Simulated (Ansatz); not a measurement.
# MoS2: the cost of one run

Computed with Ansatz 0.2.0 (DFT PBE+D3(BJ), scalar-relativistic, plane waves, PAW, unless a step's input says otherwise).

2 further runs of the same task are left out: 2 set aside as unsound or not needed.

### Step 1. The starting structure

Symmetry: P6_3/mmc, No. 194, hexagonal system. The conventional cell has a = 3.149 Å, b = 3.149 Å, c = 12.091 Å, α = 90.00°, β = 90.00°, γ = 120.00°. Around Mo (site symmetry -6m2) lie 6 S at 2.40 Å. S (site symmetry 3m) has 3 Mo at 2.40 Å in its first shell of neighbours.

Coordinates:

```cif
data_structure
_symmetry_space_group_name_H-M 'P6_3/mmc'
_symmetry_Int_Tables_number 194
_cell_length_a 3.1494
_cell_length_b 3.1494
_cell_length_c 12.0908
_cell_angle_alpha 90.000
_cell_angle_beta 90.000
_cell_angle_gamma 120.000
_cell_volume 103.85
loop_
_atom_site_label
_atom_site_type_symbol
_atom_site_symmetry_multiplicity
_atom_site_Wyckoff_symbol
_atom_site_fract_x
_atom_site_fract_y
_atom_site_fract_z
_atom_site_occupancy
Mo1 Mo 2 c 0.33333 0.66667 0.25000 1
S1 S 4 f 0.33333 0.66667 0.62049 1
```

This cell was relaxed beforehand with the same method: volume 17.31 Å³/atom, gap on the mesh 0.78 eV.

### Step 2. The slab

Planes are indexed in the bulk's conventional cell (P6_3/mmc (No. 194)), a = 3.149 Å, b = 3.149 Å, c = 12.091 Å, α = 90.00°, β = 90.00°, γ = 120.00°.

A (001) slab, 21.3 Å thick as cut, with 17 Å of vacuum; its outer planes are S (top) and S (bottom).

The slab as cut. Layers, bottom to top:

```csv
plane,atoms per cell,height over the lowest (Å)
1,S,0.00
2,Mo,1.57
3,S,3.13
4,S,6.05
5,Mo,7.61
6,S,9.18
7,S,12.09
8,Mo,13.66
9,S,15.22
10,S,18.14
11,Mo,19.70
12,S,21.27
```

### Step 3. Relaxing the clean slab

The input, input.yaml:

```yaml
crystal:
  lattice:
    - [3.1493511262, 0.0, 0.0]
    - [-1.5746755631, 2.7274180808, 0.0]
    - [0.0, 0.0, 38.2678641539]
  atoms:
    - { symbol: S, position: [0.3333333333, 0.6666666667, 0.2221184847] }
    - { symbol: Mo, position: [0.6666666667, 0.3333333333, 0.2630370647] }
    - { symbol: S, position: [0.3333333333, 0.6666666667, 0.3039556446] }
    - { symbol: S, position: [0.6666666667, 0.3333333333, 0.3800937749] }
    - { symbol: Mo, position: [0.3333333333, 0.6666666667, 0.4210123549] }
    - { symbol: S, position: [0.6666666667, 0.3333333333, 0.4619309349] }
    - { symbol: S, position: [0.3333333333, 0.6666666667, 0.5380690651] }
    - { symbol: Mo, position: [0.6666666667, 0.3333333333, 0.5789876451] }
    - { symbol: S, position: [0.3333333333, 0.6666666667, 0.6199062251] }
    - { symbol: S, position: [0.6666666667, 0.3333333333, 0.6960443554] }
    - { symbol: Mo, position: [0.3333333333, 0.6666666667, 0.7369629353] }
    - { symbol: S, position: [0.6666666667, 0.3333333333, 0.7778815153] }
basis:
  ecutwfc: 420
kpoints:
  mp_grid: { grid: [9, 9, 1] }
hamiltonian:
  xc: pbe
  dispersion: d3bj
scf:
  occupations: { method: gaussian, width: 0.05 }
output:
  forces: true
  eigenvalues: true
  write_density: true
  write_potential: true
  elf: true
  volumetric_format: npy
relax:
  adjacent_minimum: "off"
  f_tol: 0.03
  max_steps: 70
  constraints: [{ sites: [0, 1, 2, 3, 4, 5] }]
efield:
  axis: 3
  dipole_correction: true
  ramp_width: 0.04
```

Started as:

```sh
> ansatz run input.yaml --threads 2 --pin off --max-ram 5120MiB --backend cpu --events-out ev --progress --plain --runs-dir out
```

**Question.** How long does this run take on 2 threads of Arm Neoverse V2, shared host, and how much memory does it need?

About 84 s, with a peak of 0.69 GiB.
